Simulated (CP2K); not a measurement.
Runs of CP2K 2026.2 on NbTe. The structure is hexagonal, space group P-6m2 (No. 187). Conventional cell: a = 3.703 Å, b = 3.703 Å, c = 3.694 Å, α = 90.00°, β = 90.00°, γ = 120.00°. Te (site symmetry -6m2) has 6 Nb at 2.83 Å as nearest neighbours. Around Nb (site symmetry -6m2) lie 6 Te at 2.83 Å. The cell comes from a database or a generator and needn't be the stable form of this composition.

```tsv
task	level	potentials or basis	cell	k mesh	smearing	EPS_DEFAULT	k points reduced by the point group	NGRIDS	CUTOFF of the grids	EXTRAPOLATION	gap on the mesh (eV)	pressure (GPa)	V0 of scaled cells (Å³/atom)	relaxed volume (Å³/atom)	B0 (GPa)	largest force (eV/Å)
single point	RPBE	POTENTIAL_UZH Te GTH-PBE-q6, Nb GTH-PBE-q13; TZVP-MOLOPT-PBE-GTH basis	as given	8 × 8 × 7	gaussian 0.02 eV	1.0E-10	yes	5	450 Ry	-	none	3.1	-	-	-	-
relaxation of cell and atoms	PBEsol	POTENTIAL_UZH Te GTH-PBE-q6, Nb GTH-PBE-q13; TZVP-MOLOPT-PBE-GTH basis	relaxed	6 × 6 × 6	fermi-dirac 0.05 eV	1.0E-9	-	5	450 Ry	USE_PREV_P	none	0.0	-	21.64	-	0.03
band structure	r2SCAN	POTENTIAL_UZH Te GTH-SCAN-q6, Nb GTH-SCAN-q13; TZVP-MOLOPT-SCAN-GTH basis	as given	8 × 8 × 7	fermi-dirac 0.1 eV	1.0E-9	yes	5	675 Ry	-	none	(c)	-	-	-	-
band structure	PBE	POTENTIAL_UZH Te GTH-PBE-q6, Nb GTH-PBE-q13; TZVP-MOLOPT-PBE-GTH basis	as given	8 × 8 × 7	fermi-dirac 0.05 eV	1.0E-9	yes	4	450 Ry	-	none	1.7	-	-	-	-
single point	PBE	POTENTIAL_UZH Te GTH-PBE-q6, Nb GTH-PBE-q13; TZVP-MOLOPT-PBE-GTH basis	as given	8 × 8 × 7	fermi-dirac 0.05 eV	1.0E-10	yes	5	450 Ry	-	none	1.7	-	-	-	-
equation of state	PBEsol	POTENTIAL_UZH Te GTH-PBE-q6, Nb GTH-PBE-q13; TZVP-MOLOPT-PBE-GTH basis	as given	8 × 8 × 7	fermi-dirac 0.05 eV	1.0E-10	yes	4	450 Ry	-	-	-	21.65	-	132	-
single point	PBEsol	POTENTIAL_UZH Te GTH-PBE-q6, Nb GTH-PBE-q13; TZVP-MOLOPT-PBE-GTH basis	as given	8 × 8 × 7	gaussian 0.1 eV	1.0E-10	yes	5	450 Ry	-	none	(a)	-	-	-	-
relaxation of cell and atoms	PBE+D2	POTENTIAL_UZH Te GTH-PBE-q6, Nb GTH-PBE-q13; DZVP-MOLOPT-PBE-GTH basis	relaxed	6 × 6 × 6	fermi-dirac 0.05 eV	1.0E-10	-	5	450 Ry	USE_PREV_P	none	0.0	-	21.58	-	0.04
relaxation of cell and atoms	LDA	GTH_POTENTIALS Te GTH-PADE-q6, Nb GTH-PADE-q13; TZVP-MOLOPT-PBE-GTH basis	relaxed	6 × 6 × 6	fermi-dirac 0.0259 eV	1.0E-9	-	4	450 Ry	USE_PREV_P	none	0.0	-	-	-	0.09
relaxation of cell and atoms	PBE+D3	POTENTIAL_UZH Te GTH-PBE-q6, Nb GTH-PBE-q13; DZVP-MOLOPT-PBE-GTH basis	relaxed	6 × 6 × 6	fermi-dirac 0.05 eV	1.0E-10	-	5	450 Ry	USE_PREV_P	none	0.0	-	(b)	-	0.03
equation of state	PBE	POTENTIAL_UZH Te GTH-PBE-q6, Nb GTH-PBE-q13; TZVP-MOLOPT-PBE-GTH basis	as given	8 × 8 × 7	fermi-dirac 0.05 eV	1.0E-10	yes	4	450 Ry	-	-	-	22.23	-	(d)	-
relaxation of cell and atoms	PBE+D3(BJ)	POTENTIAL_UZH Te GTH-PBE-q6, Nb GTH-PBE-q13; DZVP-MOLOPT-PBE-GTH basis	relaxed	6 × 6 × 6	fermi-dirac 0.05 eV	1.0E-10	-	5	450 Ry	USE_PREV_P	none	0.0	-	21.38	-	0.05
```

Alike in all rows: no spin polarisation.

**Question.** Estimate the missing entries.

**Answer.** (a) -1.7; (b) 21.60; (c) -0.2; (d) 120.

Caveats: with these potentials and basis sets, volumes of gold and of layered tellurides can stand 1.5 % and more from those of plane-wave programs; the basis of atomic orbitals isn't converged, which shifts pressures, moduli and gaps; the potentials were made for another functional, which shifts forces and pressure (some runs); pairwise dispersion overbinds metals, which lowers pressure and volume (some runs); the cell was scaled at fixed shape and fractional positions, which overstates the stiffness of a crystal with free parameters, most of all of layers and chains (some runs); more than 0.5 GPa of stress was left at the end, so the final cell isn't listed (some runs).

A k mesh can miss the band edges, and the runs leave out spin-orbit coupling on Nb, Te.

A gap of «none» marks a metal or a gap under the smearing width.

Not every run made on this cell is shown here.
